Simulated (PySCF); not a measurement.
**GeH2Cl (SMILES [Cl][GeH2]) at FCI/STO-3G**

What is the vertical ionisation energy of GeH2Cl at FCI/STO-3G? The job is set up through a Python script.

Program for the calculation: PySCF 2.14.0.

4 further runs of the same task are left out: 4 set aside as unsound or not needed.

**1. The system as given**

The species is GeH2Cl (4 atoms), meant as a doublet with charge 0. As SMILES, `[Cl][GeH2]`. The shape is that of a PBE0-D4/def2-TZVP optimisation.

Bond lengths: Cl1–Ge2 2.156 Å, Ge2–H3 1.546 Å, Ge2–H4 1.546 Å. Angles: Cl1–Ge2–H3 106.8°, Cl1–Ge2–H4 106.8°, H3–Ge2–H4 112.3°.

**2. A single-point energy at FCI/STO-3G**

input.py reads:

```python
# [Cl][GeH2]
from pyscf import gto, mcscf

system = gto.M(
    atom='''
Cl  -1.562900   0.305200   0.993500
Ge   0.106700  -0.451100  -0.141600
H    0.072700   0.259600  -1.514200
H    1.383400  -0.113700   0.662300
''',
    verbose=4,
    spin=1,
    max_memory=1860,
    basis='sto-3g',
)

mf = system.ROHF()
mf.conv_tol = 1e-10
mf.kernel()
if not mf.converged:
    mf = mf.newton().run(mf.mo_coeff, mf.mo_occ)

cas = mcscf.CASCI(mf, mf.mo_coeff.shape[-1] - 14, (system.nelec[0] - 14, system.nelec[1] - 14))  # full CI above the frozen core
cas.fix_spin_(ss=0.75)
cas.kernel()
e_final = cas.e_tot
print(f'total energy: {e_final:.8f} hartree')
```

The run is started by

```bash
OMP_NUM_THREADS=1 python input.py
```

The program printed:

```text
PySCF version 2.14.0

[INPUT] num. atoms = 4
[INPUT] num. electrons = 51
[INPUT] charge = 0
[INPUT] spin (= nelec alpha-beta = 2S) = 1
[INPUT] symmetry False subgroup None
[INPUT] Mole.unit = angstrom
[INPUT] Symbol           X                Y                Z      unit          X                Y                Z       unit  Magmom
[INPUT]  1 Cl    -1.562900000000   0.305200000000   0.993500000000 AA   -2.953452960083   0.576744413217   1.877442904755 Bohr   0.0
[INPUT]  2 Ge     0.106700000000  -0.451100000000  -0.141600000000 AA    0.201633777491  -0.852455454791  -0.267585219238 Bohr   0.0
[INPUT]  3 H      0.072700000000   0.259600000000  -1.514200000000 AA    0.137383089256   0.490572901937  -2.861423297816 Bohr   0.0
[INPUT]  4 H      1.383400000000  -0.113700000000   0.662300000000 AA    2.614247120723  -0.214861860363   1.251565612299 Bohr   0.0

nuclear repulsion = 161.647276340246
number of shells = 15
number of NR pGTOs = 87
number of NR cGTOs = 29
basis = sto-3g
ecp = {}

******** <class 'pyscf.scf.rohf.ROHF'> ********
method = ROHF
initial guess = minao
damping factor = 0
level_shift factor = 0
DIIS = <class 'pyscf.scf.diis.CDIIS'>
diis_start_cycle = 1
diis_space = 8
diis_damp = 0
SCF conv_tol = 1e-10
SCF conv_tol_grad = None
SCF max_cycles = 50
direct_scf = True
direct_scf_tol = 1e-13
num. doubly occ = 25  num. singly occ = 1
Set gradient conv threshold to 1e-05
init E= -2504.31348131829
  HOMO = -0.336563061377053  LUMO = -0.0577347696133513  gap/eV = 7.58730
cycle= 1 E= -2507.47018682095  delta_E= -3.16  |g|= 0.286  |ddm|= 1.63
  HOMO = -0.045103343808628  LUMO = 0.352718747608518  gap/eV = 10.82529
cycle= 2 E= -2507.50480153096  delta_E= -0.0346  |g|= 0.0356  |ddm|= 0.382
  HOMO = -0.0744023956781261  LUMO = 0.332016775335959  gap/eV = 11.05923
cycle= 3 E= -2507.50595742135  delta_E= -0.00116  |g|= 0.0104  |ddm|= 0.0802
  HOMO = -0.0727670147549618  LUMO = 0.332687232809647  gap/eV = 11.03297
cycle= 4 E= -2507.50605907174  delta_E= -0.000102  |g|= 0.00173  |ddm|= 0.027
  HOMO = -0.0732085769025594  LUMO = 0.33250931322546  gap/eV = 11.04015
cycle= 5 E= -2507.50606158069  delta_E= -2.51e-06  |g|= 0.000339  |ddm|= 0.00408
  HOMO = -0.0730499731599242  LUMO = 0.332521795940849  gap/eV = 11.03617
cycle= 6 E= -2507.50606167249  delta_E= -9.18e-08  |g|= 7.59e-05  |ddm|= 0.000676
  HOMO = -0.0730722631299728  LUMO = 0.332526304131369  gap/eV = 11.03690
cycle= 7 E= -2507.50606167811  delta_E= -5.62e-09  |g|= 1.01e-05  |ddm|= 0.000195
  HOMO = -0.0730716913808811  LUMO = 0.332525703932349  gap/eV = 11.03687
cycle= 8 E= -2507.5060616782  delta_E= -9.78e-11  |g|= 1.43e-06  |ddm|= 2.44e-05
  HOMO = -0.0730718710454414  LUMO = 0.332525843787781  gap/eV = 11.03688
Extra cycle  E= -2507.5060616782  delta_E= 1.82e-12  |g|= 5.07e-07  |ddm|= 2.64e-06
converged SCF energy = -2507.5060616782

******** <class 'pyscf.mcscf.casci.CASCI'> ********
CAS (12e+11e, 15o), ncore = 14, nvir = 0
natorb = False
canonicalization = True
sorting_mo_energy = False
******** <class 'pyscf.fci.addons.SpinPenaltyFCISolver'> ********
max. cycles = 200
conv_tol = 1e-08
davidson only = True
linear dependence = 1e-12
level shift = 0.001
max iter space = 12
nroots = 1
pspace_size = 400
spin = None
Density matrix diagonal elements [1.9983925  1.9973948  1.99885237 1.99944878 1.99915312 1.9994899
 1.98461513 1.97464035 1.97857489 1.99418713 1.9915266  1.00359158
 0.02326468 0.03113281 0.02573535]
CASCI converged
CASCI E = -2507.55602371124  E(CI) = -143.024433461751  S^2 = 0.7500000
total energy: -2507.55602371 hartree
```

Run time: 21 s. Hardware: 1 thread of Arm Neoverse V2, shared host; peak memory 0.23 GiB.

**3. The singlet cation**

calc.py reads:

```python
from pyscf import gto, mcscf
from pyscf import fci

mol = gto.Mole()
mol.atom = '''
Cl    -2.953453     0.576744     1.877443
Ge     0.201634    -0.852455    -0.267585
H      0.137383     0.490573    -2.861423
H      2.614247    -0.214862     1.251566
'''
mol.max_memory = 1860
mol.unit = 'bohr'
mol.verbose = 4
mol.basis = 'sto-3g'
mol.charge = 1
mol.build()

myscf = mol.RHF()
myscf.conv_tol = 1e-10
myscf.kernel()
if not myscf.converged:
    myscf = myscf.newton().run(myscf.mo_coeff, myscf.mo_occ)

cas = mcscf.CASCI(myscf, myscf.mo_coeff.shape[-1] - 14, (mol.nelec[0] - 14, mol.nelec[1] - 14))  # full CI above the frozen core
cas.fcisolver = fci.direct_spin0.FCI(mol)  # even spin states alone
cas.kernel()
print('<S^2> = %.4f' % cas.fcisolver.spin_square(cas.ci, cas.ncas, cas.nelecas)[0])
etot = cas.e_tot
print('E(%s) = %.9f' % ('FCI', etot))
```

The run is started by

```bash
OMP_NUM_THREADS=1 python calc.py
```

The program printed:

```text
PySCF version 2.14.0

[INPUT] num. atoms = 4
[INPUT] num. electrons = 50
[INPUT] charge = 1
[INPUT] spin (= nelec alpha-beta = 2S) = 0
[INPUT] symmetry False subgroup None
[INPUT] Mole.unit = bohr
[INPUT] Symbol           X                Y                Z      unit          X                Y                Z       unit  Magmom
[INPUT]  1 Cl    -1.562900021123   0.305199781335   0.993500050401 AA   -2.953453000000   0.576744000000   1.877443000000 Bohr   0.0
[INPUT]  2 Ge     0.106700117747  -0.451099759335  -0.141599883984 AA    0.201634000000  -0.852455000000  -0.267585000000 Bohr   0.0
[INPUT]  3 H      0.072699952768   0.259600051893  -1.514199842402 AA    0.137383000000   0.490573000000  -2.861423000000 Bohr   0.0
[INPUT]  4 H      1.383399936116  -0.113700073893   0.662300205162 AA    2.614247000000  -0.214862000000   1.251566000000 Bohr   0.0

nuclear repulsion = 161.647284054357
number of shells = 15
number of NR pGTOs = 87
number of NR cGTOs = 29
basis = sto-3g
ecp = {}

******** <class 'pyscf.scf.hf.RHF'> ********
method = RHF
initial guess = minao
damping factor = 0
level_shift factor = 0
DIIS = <class 'pyscf.scf.diis.CDIIS'>
diis_start_cycle = 1
diis_space = 8
diis_damp = 0
SCF conv_tol = 1e-10
SCF conv_tol_grad = None
SCF max_cycles = 50
direct_scf = True
direct_scf_tol = 1e-13
Set gradient conv threshold to 1e-05
Initial guess from minao.
init E= -2504.31348158945
  HOMO = -0.564642346333037  LUMO = -0.336563004142389  gap/eV = 6.20636
cycle= 1 E= -2507.21678138845  delta_E= -2.9  |g|= 0.271  |ddm|= 2.21
  HOMO = -0.578015506142743  LUMO = -0.250826297392115  gap/eV = 8.90327
cycle= 2 E= -2507.24488678041  delta_E= -0.0281  |g|= 0.0457  |ddm|= 0.532
  HOMO = -0.634957102344451  LUMO = -0.235736321054694  gap/eV = 10.86335
cycle= 3 E= -2507.24630866195  delta_E= -0.00142  |g|= 0.0147  |ddm|= 0.112
  HOMO = -0.628974152688671  LUMO = -0.240186828717474  gap/eV = 10.57944
cycle= 4 E= -2507.24652501471  delta_E= -0.000216  |g|= 0.00601  |ddm|= 0.0426
  HOMO = -0.630753912981085  LUMO = -0.238715662503386  gap/eV = 10.66790
cycle= 5 E= -2507.24658662778  delta_E= -6.16e-05  |g|= 0.00175  |ddm|= 0.029
  HOMO = -0.630681749906491  LUMO = -0.238750441388532  gap/eV = 10.66499
cycle= 6 E= -2507.24659323196  delta_E= -6.6e-06  |g|= 0.000308  |ddm|= 0.0115
  HOMO = -0.630668654870615  LUMO = -0.238729813534231  gap/eV = 10.66520
cycle= 7 E= -2507.24659339813  delta_E= -1.66e-07  |g|= 8e-05  |ddm|= 0.00171
  HOMO = -0.630665914710478  LUMO = -0.238734545384339  gap/eV = 10.66500
cycle= 8 E= -2507.24659340795  delta_E= -9.82e-09  |g|= 2.32e-05  |ddm|= 0.000393
  HOMO = -0.630661079170359  LUMO = -0.238734801771096  gap/eV = 10.66486
cycle= 9 E= -2507.24659340871  delta_E= -7.64e-10  |g|= 3.44e-06  |ddm|= 0.00012
  HOMO = -0.630660556634883  LUMO = -0.238735061810681  gap/eV = 10.66484
cycle= 10 E= -2507.24659340873  delta_E= -1.96e-11  |g|= 7.09e-07  |ddm|= 1.64e-05
  HOMO = -0.630660388311814  LUMO = -0.238735065662808  gap/eV = 10.66483
Extra cycle  E= -2507.24659340873  delta_E= 9.09e-13  |g|= 3.66e-07  |ddm|= 2.04e-06
converged SCF energy = -2507.24659340873

******** <class 'pyscf.mcscf.casci.CASCI'> ********
CAS (11e+11e, 15o), ncore = 14, nvir = 0
natorb = False
canonicalization = True
sorting_mo_energy = False
******** <class 'pyscf.fci.direct_spin0.FCISolver'> ********
max. cycles = 100
conv_tol = 1e-10
davidson only = False
linear dependence = 1e-14
level shift = 0.001
max iter space = 12
nroots = 1
pspace_size = 400
spin = None
Density matrix diagonal elements [1.99707441 1.9993915  1.99971978 1.99940161 1.99925373 1.99890993
 1.97335424 1.96584259 1.95602012 1.94020286 1.98950599 0.08865373
 0.03607753 0.02921548 0.02737651]
CASCI converged
CASCI E = -2507.32031130661  E(CI) = -142.774707665146  S^2 = 0.0000000
<S^2> = 0.0000
E(FCI) = -2507.320311307
```

It took 49 s on 1 thread of Arm Neoverse V2, shared host; peak memory 0.52 GiB.

**4. Outcome**

At FCI/STO-3G, 14 core orbitals frozen:

| quantity | value |
| --- | --- |
| doublet GeH2Cl: total energy | -2507.55602 Eh |
| doublet GeH2Cl: dipole moment (Hartree–Fock density) | 3.22 D |
| doublet GeH2Cl: correlation energy (14 core orbitals frozen) | -50.0 mEh |
| singlet cation: total energy | -2507.32031 Eh |
| singlet cation: HOMO energy (Hartree–Fock orbitals) | -17.16 eV |
| singlet cation: LUMO energy (Hartree–Fock orbitals) | -6.50 eV |
| singlet cation: HOMO–LUMO gap (Hartree–Fock orbitals) | 10.66 eV |
| singlet cation: correlation energy (14 core orbitals frozen) | -73.7 mEh |
| vertical ionisation energy (to the singlet cation) | 6.414 eV |

The vertical ionisation energy comes to 6.41 eV (619 kJ/mol). Only the singlet of the ionised species was computed; a triplet could lie lower. In a minimal basis such a difference can be off by several eV, whatever the method. Mulliken charges (doublet GeH2Cl) of the mean-field density run from -0.39 on Cl1 to +0.59 on Ge2. Mulliken charges (singlet cation) of the mean-field density run from -0.12 on Cl1 to +1.03 on Ge2; they depend strongly on the basis.
